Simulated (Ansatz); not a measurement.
# Cl₂FHSi (built from SMILES F[SiH](Cl)Cl): a reaction path by the nudged elastic band

What path joins these two structures, and how high does it climb? Both ends were relaxed at PBE0-D4 in triple zeta.

Method: PBE0-D4/def2-SVP; program: Ansatz 0.2.0, Gaussian basis.

23 further runs of the same task are left out: 1 that didn't finish, 22 set aside as unsound or not needed.

### 1 The starting structure

The first end: 5 atoms, charge 0, spin multiplicity 1.

Atoms are counted from 1 here; the program's logs count them from 0.

Bond lengths: Si1–F2 1.615 Å, Si1–Cl4 2.090 Å, H3–Cl5 1.283 Å. Angles: F2–Si1–Cl4 99.7°.

Coordinates:

```
Si    1.1680    0.4627    0.6578
F     1.1361    0.3697   -0.9545
H    -1.0235   -1.2100   -0.9334
Cl   -0.2144    2.0026    0.9506
Cl   -1.0660   -1.6249    0.2795
```

The second end:

```xyz
5

Si    0.7288    0.0535    1.0324
F     0.6167   -0.0719   -1.4483
H    -0.1550   -0.5922   -1.4151
Cl   -0.2656    1.8810    1.0282
Cl   -0.9247   -1.2705    0.8027
```

### 2 The band at PBE0-D4/def2-SVP

Contents of neb/in.yaml:

```yaml
crystal:
  periodic: [false, false, false]
  atoms:
    - {symbol: Si, position_ang: [1.167989, 0.462677, 0.657827]}
    - {symbol: F, position_ang: [1.136052, 0.369722, -0.954485]}
    - {symbol: H, position_ang: [-1.023492, -1.210020, -0.933417]}
    - {symbol: Cl, position_ang: [-0.214439, 2.002557, 0.950614]}
    - {symbol: Cl, position_ang: [-1.066009, -1.624937, 0.279461]}
basis:
  gaussian: {orbitals: def2-SVP}
hamiltonian: {xc: pbe0, dispersion: d4}
neb:
  images: 5
  climbing: true
  max_iterations: 40
  initial_path: idpp
  final_atoms:
    - {symbol: Si, position_ang: [0.728823, 0.053529, 1.032383]}
    - {symbol: F, position_ang: [0.616657, -0.071885, -1.448251]}
    - {symbol: H, position_ang: [-0.154998, -0.592171, -1.415085]}
    - {symbol: Cl, position_ang: [-0.265646, 1.881037, 1.028220]}
    - {symbol: Cl, position_ang: [-0.924737, -1.270510, 0.802732]}
```

On the command line:

```
ansatz run in.yaml --threads 2 --pin off --events-out ev --progress --plain --max-ram 4352MiB
```

Q: Predict the outcome of this session. Wanted: from earlier runs: barrier over the separately found saddle, CCSD(T)/def2-TZVPP.

The runs gave:

```
                                                                       quantity                                           value
                                                PBE0-D4/def2-SVP, 11 iterations  highest 0.452 eV (image 4), last end +0.220 eV
from earlier runs: barrier over the separately found saddle, CCSD(T)/def2-TZVPP                                        0.873 eV
```

What this shows: The highest image lies 0.452 eV above the first end, and it climbed, so it estimates the saddle. The ends are not quite minima at this level (largest force component 0.84 eV/Å), so the heights are unreliable: relaxing the first end would lower it and raise the barrier above it. The highest image is 0.421 eV below the CCSD(T) barrier in triple zeta, which comes from separate runs on the saddle.
